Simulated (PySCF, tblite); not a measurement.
# C6H8F3OP: geometry, infrared bands and NMR shifts

Wanted: the infrared bands and NMR shifts of C6H8F3OP (`CC(C)[P@]1(=O)C=C1C(F)(F)F`), by calculation.

The runs use tblite 0.8.0 and PySCF 2.14.0, with density-fitted response routines of our own; the level of theory stands in each step. All values are computed, except where a source is named. Atoms are numbered from 0 throughout.

**1. The molecule as given**

19 atoms, charge 0, multiplicity 1; geometry from: force field or distance geometry start.

Bonds of the start (Å): C0–C1 1.49, C1–C2 1.51, C1–P3 1.79, P3–O4 1.53, P3–C5 1.78, C5–C6 1.34, C6–C7 1.51, C7–F8 1.38, C7–F9 1.38, C7–F10 1.37, C6–P3 1.80, C0–H11 1.12, C0–H12 1.10, C0–H13 1.13, C1–H14 1.12, C2–H15 1.11, C2–H16 1.11, C2–H17 1.11, C5–H18 1.11.

**2. Relaxing the molecule with GFN2-xTB**

Job settings and geometry (Å):

```
{"job": {"kind": "relax", "xc": "GFN2-xTB", "basis": "xTB"}, "charge": 0, "multiplicity": 1}
C     -1.562900     1.154400     0.533900
C     -1.043500     0.087800    -0.372300
C     -2.123100    -0.829100    -0.897600
P      0.226100    -0.953300     0.337500
O      0.217500    -2.455900     0.056900
C      1.284000    -0.395500     1.657900
C      1.831400    -0.154700     0.463200
C      2.969500     0.388300    -0.366000
F      3.516900    -0.611400    -1.146200
F      2.380100     1.299800    -1.224200
F      3.903900     1.028600     0.396300
H     -1.579200     2.148800     0.023700
H     -1.060300     1.255600     1.507000
H     -2.666000     0.937900     0.671500
H     -0.603900     0.598600    -1.263800
H     -1.791800    -1.882500    -0.758000
H     -2.208800    -0.665500    -1.993400
H     -3.092400    -0.633200    -0.396800
H      1.392900    -0.309300     2.762800
```

Command:

```
OMP_NUM_THREADS=1 python probes_run.py task.json out
```

The driver reads the jobs from task.json and runs them one after another.

**Question.** This job is followed by: GFN2-xTB harmonic vibrations, gas phase; GIAO PBE0/pcSseg-1 NMR shielding, non-relativistic, gas phase. Predict these results of the whole session: strongest single infrared mode (GFN2-xTB); zero-point energy (GFN2-xTB); 13C shifts against TMS (PBE0/pcSseg-1); 1H shifts against TMS (PBE0/pcSseg-1, means over atoms taken as alike); 31P shifts against H3PO4 (PBE0/pcSseg-1); 17O shifts against H2O (PBE0/pcSseg-1); 19F shifts against CFCl3 (PBE0/pcSseg-1, means over atoms taken as alike).

The runs gave:

```
                                                                 quantity                                      value
                                strongest single infrared mode (GFN2-xTB)                      1298 cm⁻¹, 311 km/mol
                                             zero-point energy (GFN2-xTB)                              82.1 kcal/mol
                                   13C shifts against TMS (PBE0/pcSseg-1)  175.9, 169.2, 130.1, 37.7, 21.3, 18.5 ppm
   1H shifts against TMS (PBE0/pcSseg-1, means over atoms taken as alike)                 9.19, 2.83, 1.60, 0.68 ppm
                                 31P shifts against H3PO4 (PBE0/pcSseg-1)                                  -69.7 ppm
                                   17O shifts against H2O (PBE0/pcSseg-1)                                  117.6 ppm
19F shifts against CFCl3 (PBE0/pcSseg-1, means over atoms taken as alike)                                  -77.0 ppm
```

In words: Over 156 steps the energy fell by 1.101 eV; of the close pairs, P3–O4 changed most, 1.529 to 1.460 Å. All 51 modes are real, so the xTB geometry is a minimum. The strongest single mode, at 1298 cm⁻¹, moves mainly O4 and P3. GFN2-xTB is a fitted tight-binding method: band positions and strengths are rough. Its intensities can rank the bands wrongly. At PBE0/pcSseg-1: The largest span, 554 ppm, is at P3, where the paramagnetic term is -576 ppm.
